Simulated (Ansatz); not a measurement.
# C₃H₆OSi: one species, many methods

How much do the methods differ for C₃H₆OSi? The plan is to run it at one geometry with functionals of several rungs and with coupled cluster. The yardstick is the atomisation energy at the CCSD(T) limit.

Method: functionals in def2-TZVPP, the program's frozen cores in correlated methods; program: Ansatz 0.2.0, Gaussian basis.

The runs, in order: LDA (SPW92), PBE-D4, revPBE-D4, BLYP-D4, r2SCAN-D4, B97M-V, PBE0-D4, B3LYP-D4, r2SCANh-D4, r2SCAN0-D4, HSE06-D4, BHLYP-D4, CAM-B3LYP-D4, LC-ωPBE, ωB97X-V, ωB97M-V, B2PLYP, PBE-QIDH; CCSD(T)/def2-SVP; CCSD(T)/def2-TZVPP; MP2/def2-QZVPP; extrapolation to the limit; RPA on PBE.

## (1) The geometry

The geometry comes from an earlier relaxation with PBE0-D4 in a triple-zeta def2 set; it is a stationary point, not always the lowest conformer.

SMILES `COC#C[SiH3]`, 11 atoms, charge 0, spin multiplicity 1.

Atoms are counted from 1 here; the program's logs count them from 0.

Bond lengths: C1–O2 1.436 Å, C1–H6 1.091 Å, C1–H7 1.087 Å, C1–H8 1.091 Å, O2–C3 1.285 Å, C3–C4 1.210 Å, C4–Si5 1.806 Å, Si5–H9 1.486 Å, Si5–H10 1.486 Å, Si5–H11 1.486 Å. Angles: O2–C1–H6 109.9°, O2–C1–H7 105.9°, O2–C1–H8 109.9°, H6–C1–H7 110.5°, H6–C1–H8 110.2°, H7–C1–H8 110.5°, C1–O2–C3 115.1°, O2–C3–C4 178.6°, C3–C4–Si5 179.6°, C4–Si5–H9 109.5°, C4–Si5–H10 110.6°, C4–Si5–H11 110.6°, H9–Si5–H10 108.8°, H9–Si5–H11 108.8°, H10–Si5–H11 108.6°.

## (2) LDA

This LDA is Slater exchange with PW92 correlation.

Contents of in.yaml:

```yaml
crystal:
  periodic: [false, false, false]
  atoms:
    - {symbol: C, position_ang: [0.156689, -1.867120, 1.686769]}
    - {symbol: O, position_ang: [1.004064, -1.449842, 0.605314]}
    - {symbol: C, position_ang: [0.585056, -0.428242, -0.051740]}
    - {symbol: C, position_ang: [0.214932, 0.532502, -0.688363]}
    - {symbol: Si, position_ang: [-0.325728, 1.966374, -1.644579]}
    - {symbol: H, position_ang: [0.060039, -1.059804, 2.414627]}
    - {symbol: H, position_ang: [0.647461, -2.727266, 2.135671]}
    - {symbol: H, position_ang: [-0.825531, -2.145984, 1.301580]}
    - {symbol: H, position_ang: [-1.608418, 2.474548, -1.093234]}
    - {symbol: H, position_ang: [0.687207, 3.050968, -1.576271]}
    - {symbol: H, position_ang: [-0.530572, 1.596965, -3.068876]}
basis:
  gaussian: {orbitals: def2-TZVPP}
hamiltonian: {xc: lda}
output: {orbitals: {seedname: orbitals}}
```

The runs that follow: PBE-D4 (GGA); revPBE-D4 (GGA); BLYP-D4 (GGA); r2SCAN-D4 (meta-GGA); B97M-V (meta-GGA); PBE0-D4 (hybrid); B3LYP-D4 (hybrid); r2SCANh-D4 (hybrid); r2SCAN0-D4 (hybrid); HSE06-D4 (hybrid); BHLYP-D4 (hybrid); CAM-B3LYP-D4 (range-separated); LC-ωPBE (range-separated); ωB97X-V (range-separated); ωB97M-V (range-separated); B2PLYP (double hybrid); PBE-QIDH (double hybrid); CCSD(T) in def2-SVP; CCSD(T) in def2-TZVPP; MP2 in def2-QZVPP; RPA on PBE orbitals.

**Question.** What will the summary of the whole plan be? Wanted: atomisation energy, CCSD(T)/CBS; farthest beyond LDA; mean size of error, GGA; mean size of error, meta-GGA; mean size of error, hybrid; mean size of error, range-separated; mean size of error, double hybrid; gap, smallest and largest; T1 diagnostic.

The runs gave:

| quantity | value |
| --- | --- |
| atomisation energy, CCSD(T)/CBS | 43.547 eV |
| functionals within 0.218 eV (0.5 %) | revPBE-D4, BLYP-D4, r2SCAN-D4, B97M-V, PBE0-D4, B3LYP-D4, r2SCANh-D4, HSE06-D4, LC-ωPBE, ωB97X-V, ωB97M-V, PBE-QIDH |
| farthest beyond LDA | BHLYP-D4 (-1.325 eV) |
| mean size of error, GGA | 0.421 eV |
| mean size of error, meta-GGA | 0.160 eV |
| mean size of error, hybrid | 0.416 eV |
| mean size of error, range-separated | 0.159 eV |
| mean size of error, double hybrid | 0.258 eV |
| gap, smallest and largest | 5.22 eV (LDA (SPW92)), 12.37 eV (LC-ωPBE) |
| T1 diagnostic | 0.0128 |
| triples share of the correlation energy | 4.2 % |

What this shows: LDA overbinds by 6.570 eV (15 %). PBE-D4 misses by +1.071 eV. Double hybrids carry the basis error of their MP2 part in triple zeta, and no dispersion term here, so their miss is partly the set-up's. The rungs range-separated, meta-GGA miss on average by less than the doubt on the reference (0.218 eV), so they tie. Misses under about 0.218 eV are within the doubt on the reference itself, which lacks core-valence correlation, relativity and higher excitations. Hartree-Fock recovers 72 % of the binding; the rest is correlation. CCSD(T) in def2-SVP is off by -2.187 eV, which most functionals beat. Orbital gaps span 5.2 to 12.4 eV; exact exchange widens them.
